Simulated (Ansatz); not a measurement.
# SbPb: a line through an energy map

How does the energy of SbPb (Fm-3m, No. 225; 2 atoms in the cell) vary with volume per atom, at c/a of the conventional cell = 1.083?

Method: DFT LDA, scalar-relativistic, plane waves, PAW, in Ansatz 0.2.0.

16 further runs of the same task are left out: 16 set aside as unsound or not needed.

**1. Starting point**

It takes space group Fm-3m (No. 225, cubic). The conventional cell has a = 6.203 Å, b = 6.203 Å, c = 6.203 Å, α = 90.00°, β = 90.00°, γ = 90.00°. Around Sb (site symmetry m-3m) lie 6 Pb at 3.10 Å. Around Pb (site symmetry m-3m) lie 6 Sb at 3.10 Å.

As a file:

```cif
data_structure
_symmetry_space_group_name_H-M 'P 1'
_symmetry_Int_Tables_number 1
_cell_length_a 4.3861
_cell_length_b 4.3861
_cell_length_c 4.3861
_cell_angle_alpha 60.000
_cell_angle_beta 60.000
_cell_angle_gamma 60.000
_cell_volume 59.67
loop_
_atom_site_label
_atom_site_type_symbol
_atom_site_fract_x
_atom_site_fract_y
_atom_site_fract_z
_atom_site_occupancy
Sb1 Sb 0.50000 0.50000 0.50000 1
Pb1 Pb 0.00000 0.00000 0.00000 1
```

It goes back to an entry of the Materials Project, which need not be the stable form.

This cell was relaxed beforehand with the same method: volume 29.83 Å³/atom, gap on the mesh none (metal).

**2. The scan**

The energy is mapped over volume and the cell's shape.

First coordinate, volume per atom: 7 values from 27.45 to 32.22 Å³. Second coordinate, c/a of the conventional cell: 7 values from 0.923 to 1.083.

Nothing else is relaxed (symmetry fixes all fractional coordinates). Energies count from the relaxed crystal. Points are written as (first, second).

**3. Point (27.45 Å³, 1.083)**

input.yaml

```yaml
crystal:
  lattice:
    - [0.0, 2.9368609258, 3.1820888131]
    - [2.9368609258, 0.0, 3.1820888131]
    - [2.9368609258, 2.9368609258, 0.0]
  atoms:
    - { symbol: Sb, position: [0.5, 0.5, 0.5] }
    - { symbol: Pb, position: [0.0, 0.0, 0.0] }
basis:
  ecutwfc: 420
kpoints:
  mp_grid: { grid: [14, 14, 14] }
hamiltonian:
  xc: lda
scf:
  occupations: { method: gaussian, width: 0.15 }
output:
  forces: true
  stress: true
  eigenvalues: true
```

On the command line:

```sh
ansatz run input.yaml --threads 1 --pin off --max-ram 2048MiB --backend cpu --events-out ev --progress --plain --runs-dir out
```

What it wrote (excerpt; [...] marks lines left out):

```text
Warning: RAYON_NUM_THREADS=1 ignored (pool sized by the plan → 1); use --threads N
[...]
Pseudopotentials: kind: paw
Pseudopotential: Sb, paw, valence charge 15, recommended cutoff 420 eV (normal), Sb.paw.azcp
Pseudopotential: Pb, paw, valence charge 14, recommended cutoff 420 eV (normal), Pb.paw.azcp
Functional definition: SPW92
[...]
Crystal: 2 atoms, lattice volume = 54.892 Å³
Basis set: ecut = 420 eV, 1079 PW (Γ)
Bands: 19, of which v1, the nominal top of the filled ones, is band 15 counted from 1 (14 counted from 0)
Symmetry: 16 space group operations
Space group: I4/mmm (ITA 139), of the structure as read, at distance tolerance 3.8e-5 Å
k-points: 244 of 2744
[...]
SCF iter   1: F=—  HF=-17937.873809 eV  |F-HF|=—  |Δ(HF+E_count)|=         —  Δρ=6.09e-3  dr2=1.00e-2  ethr=1.77e-3  ⟨swp⟩=5.8  Hψ=23408  notcnv=0
[...]
SCF iter   6: F=-17937.868651 eV  HF=-17937.868651 eV  |F-HF|=3.14e-8  |Δ(HF+E_count)|=   7.52e-7  Δρ=1.01e-5  dr2=7.77e-8  ethr=3.45e-10  ⟨swp⟩=5.1  Hψ=25134  notcnv=0
[...]
SCF converged after 6 iterations
Free energy (F): -17937.868651 eV
[...]
E sigma→0 (E₀):  -17937.863275 eV
Entropy (-TS):   -0.010752 eV (-5.376 meV/atom)
Fermi energy:    11.303642 eV
[...]
--- Forces (eV/Å), atoms counted from 1 ---
  atom   1  Sb     0.00000000     0.00000000     0.00000000
  atom   2  Pb     0.00000000    -0.00000000     0.00000000
[...]
--- Stress (GPa, compression-positive) ---
        9.818644       0.000000       0.000000
        0.000000       9.818644       0.000000
        0.000000       0.000000      -0.358075
  P = ⅓ Tr σ = 6.4264 GPa (64.264 kbar)
--- Band table (eV; the first three rows and the last of 244) ---
  k-point 0: bands = ["-17.4743", "-17.4480", "-17.3955", "-17.3927", "-17.3927", "-5.6050", "-5.5875", "-5.5752", "-5.5361", "-5.5361", "-1.4700", "8.0284", "10.1205", "10.1205", "11.1860", "14.7232", "16.9954", "17.0395", "17.0395"]
[...]
```

Run time: 5.8 s. Hardware: 1 thread of Intel Xeon 6975P-C (Granite Rapids), shared host; peak memory 0.54 GiB.

Energy on the map's scale: 87 meV/atom.

**4. Grid point (28.24 Å³, 1.083)**

Changes to input.yaml since step 3:

```diff
@@ -2,5 +2,5 @@
   lattice:
-    - [0.0, 2.9368609258, 3.1820888131]
-    - [2.9368609258, 0.0, 3.1820888131]
-    - [2.9368609258, 2.9368609258, 0.0]
+    - [0.0, 2.9649827954, 3.2125588589]
+    - [2.9649827954, 0.0, 3.2125588589]
+    - [2.9649827954, 2.9649827954, 0.0]
   atoms:
```

On the command line:

```sh
ansatz run input.yaml --threads 1 --pin off --max-ram 2048MiB --backend cpu --events-out ev --progress --plain --runs-dir out
```

What it wrote (excerpt; [...] marks lines left out):

```text
[...]
SCF converged after 7 iterations
Free energy (F): -17937.921175 eV
[...]
E sigma→0 (E₀):  -17937.915465 eV
Entropy (-TS):   -0.011422 eV (-5.711 meV/atom)
Fermi energy:    10.828242 eV
[...]
--- Forces (eV/Å), atoms counted from 1 ---
  atom   1  Sb     0.00000000    -0.00000000     0.00000000
  atom   2  Pb    -0.00000000     0.00000000    -0.00000000
[...]
--- Stress (GPa, compression-positive) ---
        7.191844       0.000000       0.000000
        0.000000       7.191844      -0.000000
        0.000000       0.000000      -1.774405
  P = ⅓ Tr σ = 4.2031 GPa (42.031 kbar)
--- Band table (eV; the first three rows and the last of 244) ---
  k-point 0: bands = ["-17.9012", "-17.8776", "-17.8261", "-17.8247", "-17.8247", "-6.0250", "-6.0068", "-5.9983", "-5.9618", "-5.9618", "-1.7076", "7.3603", "9.6939", "9.6939", "10.7418", "14.2065", "16.4628", "16.4628", "16.5120"]
[...]
```

It took 6.2 s on 1 thread of Intel Xeon 6975P-C (Granite Rapids), shared host; peak memory 0.54 GiB.

That is 61 meV/atom from the zero.

**5. Grid point (29.83 Å³, 1.083)**

Changes to input.yaml since step 4:

```diff
@@ -2,5 +2,5 @@
   lattice:
-    - [0.0, 2.9649827954, 3.2125588589]
-    - [2.9649827954, 0.0, 3.2125588589]
-    - [2.9649827954, 2.9649827954, 0.0]
+    - [0.0, 3.0196318022, 3.2717710577]
+    - [3.0196318022, 0.0, 3.2717710577]
+    - [3.0196318022, 3.0196318022, 0.0]
   atoms:
```

On the command line:

```sh
ansatz run input.yaml --threads 1 --pin off --max-ram 2048MiB --backend cpu --events-out ev --progress --plain --runs-dir out
```

What it wrote (excerpt; [...] marks lines left out):

```text
[...]
SCF converged after 7 iterations
Free energy (F): -17937.967792 eV
[...]
E sigma→0 (E₀):  -17937.961355 eV
Entropy (-TS):   -0.012874 eV (-6.437 meV/atom)
Fermi energy:    9.956456 eV
[...]
--- Forces (eV/Å), atoms counted from 1 ---
  atom   1  Sb     0.00000000     0.00000000     0.00000000
  atom   2  Pb    -0.00000000     0.00000000     0.00000000
[...]
--- Stress (GPa, compression-positive) ---
        2.993714       0.000000       0.000000
        0.000000       2.993714       0.000000
        0.000000       0.000000      -3.963309
  P = ⅓ Tr σ = 0.6747 GPa (6.747 kbar)
--- Band table (eV; the first three rows and the last of 244) ---
  k-point 0: bands = ["-18.6902", "-18.6709", "-18.6227", "-18.6227", "-18.6218", "-6.8059", "-6.7875", "-6.7860", "-6.7539", "-6.7539", "-2.1477", "6.1377", "8.9114", "8.9114", "9.9237", "13.2501", "15.3932", "15.3932", "15.6255"]
[...]
```

It took 6.2 s on 1 thread of Intel Xeon 6975P-C (Granite Rapids), shared host; peak memory 0.54 GiB.

That is 37 meV/atom from the zero.

**6. Changed: occupations.method tetrahedron, width left out**

Changes to input.yaml since step 5:

```diff
@@ -15,6 +15,6 @@
 scf:
-  occupations: { method: gaussian, width: 0.15 }
+  occupations: { method: tetrahedron }
 output:
   forces: true
+  eigenvalues: true
   stress: true
-  eigenvalues: true
```

On the command line:

```sh
ansatz run input.yaml --threads 1 --pin off --max-ram 2048MiB --backend cpu --events-out ev --progress --plain --runs-dir out
```

What it wrote (excerpt; [...] marks lines left out):

```text
Warning: output.forces, output.stress, relax.cell or npt_langevin: where a Kohn–Sham band that disperses or a degenerate level is filled in part under the method tetrahedron, the forces or the stress that this run publishes need not agree with its energy (scf.occupations.method in the [...]
Warning: RAYON_NUM_THREADS=1 ignored (pool sized by the plan → 1); use --threads N
[...]
Pseudopotentials: kind: paw
Pseudopotential: Sb, paw, valence charge 15, recommended cutoff 420 eV (normal), Sb.paw.azcp
Pseudopotential: Pb, paw, valence charge 14, recommended cutoff 420 eV (normal), Pb.paw.azcp
Functional definition: SPW92
[...]
Crystal: 2 atoms, lattice volume = 59.665 Å³
Basis set: ecut = 420 eV, 1155 PW (Γ)
Bands: 19, of which v1, the nominal top of the filled ones, is band 15 counted from 1 (14 counted from 0)
Symmetry: 16 space group operations
Space group: I4/mmm (ITA 139), of the structure as read, at distance tolerance 3.9e-5 Å
k-points: 244 of 2744
[...]
SCF converged after 7 iterations
Stability not checked: this state was not tested for a lower state beside it, because cold or Methfessel-Paxton smearing, or corrected tetrahedra, fill the levels in a way that the test cannot read (fill_not_monotonic; see scf.lower_state_search)
Free energy (F): -17937.960419 eV
[...]
E sigma→0 (E₀):  -17937.960419 eV
Entropy (-TS):   0.000000 eV (0.000 meV/atom)
Fermi energy:    9.907832 eV
[...]
--- Forces (eV/Å), atoms counted from 1 ---
  atom   1  Sb     0.00000000    -0.00000000     0.00000000
  atom   2  Pb    -0.00000000     0.00000000     0.00000000
[...]
--- Stress (GPa, compression-positive) ---
        2.783131       0.000000       0.000000
        0.000000       2.783131       0.000000
        0.000000       0.000000      -3.784964
  P = ⅓ Tr σ = 0.5938 GPa (5.938 kbar)
--- Band table (eV; the first three rows and the last of 244) ---
  k-point 0: bands = ["-18.6842", "-18.6652", "-18.6149", "-18.6149", "-18.6135", "-6.8137", "-6.7958", "-6.7933", "-6.7615", "-6.7615", "-2.1474", "6.1376", "8.9115", "8.9115", "9.9284", "13.2489", "15.3920", "15.3920", "15.6239"]
[...]
```

Wall time 6.5 s (1 thread of Intel Xeon 6975P-C (Granite Rapids), shared host); peak memory 0.54 GiB.

```csv
run,ending,energy change,pressure (GPa),gap (eV),force (eV/Å),cycles,time
step 5,converged,0,0.7,0.00,0.00,7,6.2 s
variant,converged,+0.5 meV/atom (σ→0),0.6,0.00,0.00,7,6.5 s
```

Changing the smearing hardly moves the energy: +0.5 meV/atom.

**7. The run at (30.63 Å³, 1.083)**

Changes to input.yaml since step 5:

```diff
@@ -2,5 +2,5 @@
   lattice:
-    - [0.0, 3.0196318022, 3.2717710577]
-    - [3.0196318022, 0.0, 3.2717710577]
-    - [3.0196318022, 3.0196318022, 0.0]
+    - [0.0, 3.0462338584, 3.3005943855]
+    - [3.0462338584, 0.0, 3.3005943855]
+    - [3.0462338584, 3.0462338584, 0.0]
   atoms:
```

On the command line:

```sh
ansatz run input.yaml --threads 1 --pin off --max-ram 2048MiB --backend cpu --events-out ev --progress --plain --runs-dir out
```

What it wrote (excerpt; [...] marks lines left out):

```text
Warning: RAYON_NUM_THREADS=1 ignored (pool sized by the plan → 1); use --threads N
[...]
Pseudopotentials: kind: paw
Pseudopotential: Sb, paw, valence charge 15, recommended cutoff 420 eV (normal), Sb.paw.azcp
Pseudopotential: Pb, paw, valence charge 14, recommended cutoff 420 eV (normal), Pb.paw.azcp
Functional definition: SPW92
[...]
Crystal: 2 atoms, lattice volume = 61.256 Å³
Basis set: ecut = 420 eV, 1219 PW (Γ)
Bands: 19, of which v1, the nominal top of the filled ones, is band 15 counted from 1 (14 counted from 0)
Symmetry: 16 space group operations
Space group: I4/mmm (ITA 139), of the structure as read, at distance tolerance 3.9e-5 Å
k-points: 244 of 2744
[...]
SCF iter   1: F=—  HF=-17937.972923 eV  |F-HF|=—  |Δ(HF+E_count)|=         —  Δρ=5.50e-3  dr2=8.62e-3  ethr=1.77e-3  ⟨swp⟩=6.0  Hψ=23274  notcnv=0
[...]
SCF iter   7: F=-17937.967401 eV  HF=-17937.967401 eV  |F-HF|=1.32e-8  |Δ(HF+E_count)|=   3.92e-8  Δρ=5.97e-6  dr2=2.00e-8  ethr=3.45e-10  ⟨swp⟩=5.9  Hψ=20214  notcnv=0
[...]
SCF converged after 7 iterations
Free energy (F): -17937.967401 eV
[...]
E sigma→0 (E₀):  -17937.960552 eV
Entropy (-TS):   -0.013697 eV (-6.848 meV/atom)
Fermi energy:    9.555235 eV
[...]
--- Forces (eV/Å), atoms counted from 1 ---
  atom   1  Sb     0.00000000     0.00000000    -0.00000000
  atom   2  Pb    -0.00000000     0.00000000    -0.00000000
[...]
--- Stress (GPa, compression-positive) ---
        1.321804       0.000000       0.000000
        0.000000       1.321804       0.000000
        0.000000       0.000000      -4.797781
  P = ⅓ Tr σ = -0.7181 GPa (-7.181 kbar)
--- Band table (eV; the first three rows and the last of 244) ---
  k-point 0: bands = ["-19.0556", "-19.0382", "-18.9922", "-18.9922", "-18.9904", "-7.1698", "-7.1534", "-7.1516", "-7.1232", "-7.1232", "-2.3522", "5.5766", "8.5513", "8.5513", "9.5459", "12.8062", "14.8958", "14.8958", "15.2176"]
[...]
```

Run time: 7.2 s. Hardware: 1 thread of Intel Xeon 6975P-C (Granite Rapids), shared host; peak memory 0.55 GiB.

That is 37 meV/atom from the zero.

**8. Point (31.42 Å³, 1.083)**

Changes to input.yaml since step 7:

```diff
@@ -2,5 +2,5 @@
   lattice:
-    - [0.0, 3.0462338584, 3.3005943855]
-    - [3.0462338584, 0.0, 3.3005943855]
-    - [3.0462338584, 3.0462338584, 0.0]
+    - [0.0, 3.0723983048, 3.3289435633]
+    - [3.0723983048, 0.0, 3.3289435633]
+    - [3.0723983048, 3.0723983048, 0.0]
   atoms:
```

On the command line:

```sh
ansatz run input.yaml --threads 1 --pin off --max-ram 2048MiB --backend cpu --events-out ev --progress --plain --runs-dir out
```

What it wrote (excerpt; [...] marks lines left out):

```text
Warning: RAYON_NUM_THREADS=1 ignored (pool sized by the plan → 1); use --threads N
[...]
Pseudopotentials: kind: paw
Pseudopotential: Sb, paw, valence charge 15, recommended cutoff 420 eV (normal), Sb.paw.azcp
Pseudopotential: Pb, paw, valence charge 14, recommended cutoff 420 eV (normal), Pb.paw.azcp
Functional definition: SPW92
[...]
Crystal: 2 atoms, lattice volume = 62.848 Å³
Basis set: ecut = 420 eV, 1251 PW (Γ)
Bands: 19, of which v1, the nominal top of the filled ones, is band 15 counted from 1 (14 counted from 0)
Symmetry: 16 space group operations
Space group: I4/mmm (ITA 139), of the structure as read, at distance tolerance 4.0e-5 Å
k-points: 244 of 2744
[...]
SCF iter   1: F=—  HF=-17937.959516 eV  |F-HF|=—  |Δ(HF+E_count)|=         —  Δρ=5.60e-3  dr2=9.00e-3  ethr=1.77e-3  ⟨swp⟩=6.0  Hψ=23238  notcnv=0
[...]
SCF iter   7: F=-17937.954189 eV  HF=-17937.954189 eV  |F-HF|=4.96e-9  |Δ(HF+E_count)|=   4.16e-8  Δρ=3.49e-6  dr2=1.18e-8  ethr=3.45e-10  ⟨swp⟩=6.0  Hψ=21940  notcnv=0
[...]
SCF converged after 7 iterations
Free energy (F): -17937.954189 eV
[...]
E sigma→0 (E₀):  -17937.946903 eV
Entropy (-TS):   -0.014572 eV (-7.286 meV/atom)
Fermi energy:    9.174488 eV
[...]
--- Forces (eV/Å), atoms counted from 1 ---
  atom   1  Sb     0.00000000     0.00000000     0.00000000
  atom   2  Pb     0.00000000     0.00000000     0.00000000
[...]
--- Stress (GPa, compression-positive) ---
       -0.119507       0.000000       0.000000
        0.000000      -0.119507       0.000000
        0.000000       0.000000      -5.492801
  P = ⅓ Tr σ = -1.9106 GPa (-19.106 kbar)
--- Band table (eV; the first three rows and the last of 244) ---
  k-point 0: bands = ["-19.4038", "-19.3880", "-19.3442", "-19.3442", "-19.3419", "-7.5180", "-7.5050", "-7.5002", "-7.4765", "-7.4765", "-2.5475", "5.0452", "8.2098", "8.2098", "9.1865", "12.3828", "14.4209", "14.4209", "14.8308"]
[...]
```

Wall time 7.2 s (1 thread of Intel Xeon 6975P-C (Granite Rapids), shared host); peak memory 0.53 GiB.

On the map this point reads 44 meV/atom.

**9. The run at (32.22 Å³, 1.083)**

Changes to input.yaml since step 8:

```diff
@@ -2,5 +2,5 @@
   lattice:
-    - [0.0, 3.0723983048, 3.3289435633]
-    - [3.0723983048, 0.0, 3.3289435633]
-    - [3.0723983048, 3.0723983048, 0.0]
+    - [0.0, 3.0980925001, 3.3567832238]
+    - [3.0980925001, 0.0, 3.3567832238]
+    - [3.0980925001, 3.0980925001, 0.0]
   atoms:
```

On the command line:

```sh
ansatz run input.yaml --threads 1 --pin off --max-ram 2048MiB --backend cpu --events-out ev --progress --plain --runs-dir out
```

What it wrote (excerpt; [...] marks lines left out):

```text
Warning: RAYON_NUM_THREADS=1 ignored (pool sized by the plan → 1); use --threads N
[...]
Pseudopotentials: kind: paw
Pseudopotential: Sb, paw, valence charge 15, recommended cutoff 420 eV (normal), Sb.paw.azcp
Pseudopotential: Pb, paw, valence charge 14, recommended cutoff 420 eV (normal), Pb.paw.azcp
Functional definition: SPW92
[...]
Crystal: 2 atoms, lattice volume = 64.438 Å³
Basis set: ecut = 420 eV, 1291 PW (Γ)
Bands: 19, of which v1, the nominal top of the filled ones, is band 15 counted from 1 (14 counted from 0)
Symmetry: 16 space group operations
Space group: I4/mmm (ITA 139), of the structure as read, at distance tolerance 4.0e-5 Å
k-points: 244 of 2744
[...]
SCF iter   1: F=—  HF=-17937.935501 eV  |F-HF|=—  |Δ(HF+E_count)|=         —  Δρ=5.49e-3  dr2=8.87e-3  ethr=1.77e-3  ⟨swp⟩=6.0  Hψ=23207  notcnv=0
[...]
SCF iter   7: F=-17937.930040 eV  HF=-17937.930040 eV  |F-HF|=5.93e-9  |Δ(HF+E_count)|=   4.89e-8  Δρ=3.79e-6  dr2=1.44e-8  ethr=3.45e-10  ⟨swp⟩=6.0  Hψ=22284  notcnv=0
[...]
SCF converged after 7 iterations
Free energy (F): -17937.930040 eV
[...]
E sigma→0 (E₀):  -17937.922309 eV
Entropy (-TS):   -0.015462 eV (-7.731 meV/atom)
Fermi energy:    8.813573 eV
[...]
--- Forces (eV/Å), atoms counted from 1 ---
  atom   1  Sb     0.00000000     0.00000000    -0.00000000
  atom   2  Pb     0.00000000     0.00000000    -0.00000000
[...]
--- Stress (GPa, compression-positive) ---
       -1.360879       0.000000       0.000000
        0.000000      -1.360879       0.000000
        0.000000       0.000000      -6.068440
  P = ⅓ Tr σ = -2.9301 GPa (-29.301 kbar)
--- Band table (eV; the first three rows and the last of 244) ---
  k-point 0: bands = ["-19.7350", "-19.7207", "-19.6790", "-19.6790", "-19.6762", "-7.8507", "-7.8412", "-7.8335", "-7.8142", "-7.8142", "-2.7339", "4.5422", "7.8861", "7.8861", "8.8450", "11.9792", "13.9678", "13.9678", "14.4641"]
[...]
```

It took 7.4 s on 1 thread of Intel Xeon 6975P-C (Granite Rapids), shared host; peak memory 0.56 GiB.

On the map this point reads 56 meV/atom.

**10. What came out**

```
volume per atom (Å³)  step  energy (meV/atom)  slope (meV/atom per Å³)  pressure (GPa)
               27.45     3                 87                    −40.1             6.4
               28.24     4                 61                    −26.2             4.2
               29.04     –                 45                    −14.4             2.3
               29.83     5                 37                     −4.2             0.7
               30.63     7                 37                      4.5            −0.7
               31.42     8                 44                     11.9            −1.9
               32.22     9                 56                     18.3            −2.9
```

Energies count from the relaxed crystal. Rows without a step come from runs not printed here or follow by symmetry. Slopes come from the forces (and the stress, where the cell changes), not from differences of energies.

```csv
run,outcome
"step 6, run with occupations.method tetrahedron, width left out (against step 5)",+0.5 meV/atom
```

**Reading.** Along the line the energy is lowest at 29.83 Å³, 37 meV/atom from the zero. A fit to energies and slopes at the lowest point and its two neighbours puts the minimum at 30.202 Å³, with a curvature of about 11 meV/atom per (Å³)². V·d²E/dV² there is about 53 GPa, a bulk modulus under this line's constraint. The highest point computed, at 27.45 Å³, lies 50 meV/atom above the lowest. This is one cut through a surface in two coordinates; the map's lowest point lies off it. Spin-orbit coupling is left out for Pb, Sb.
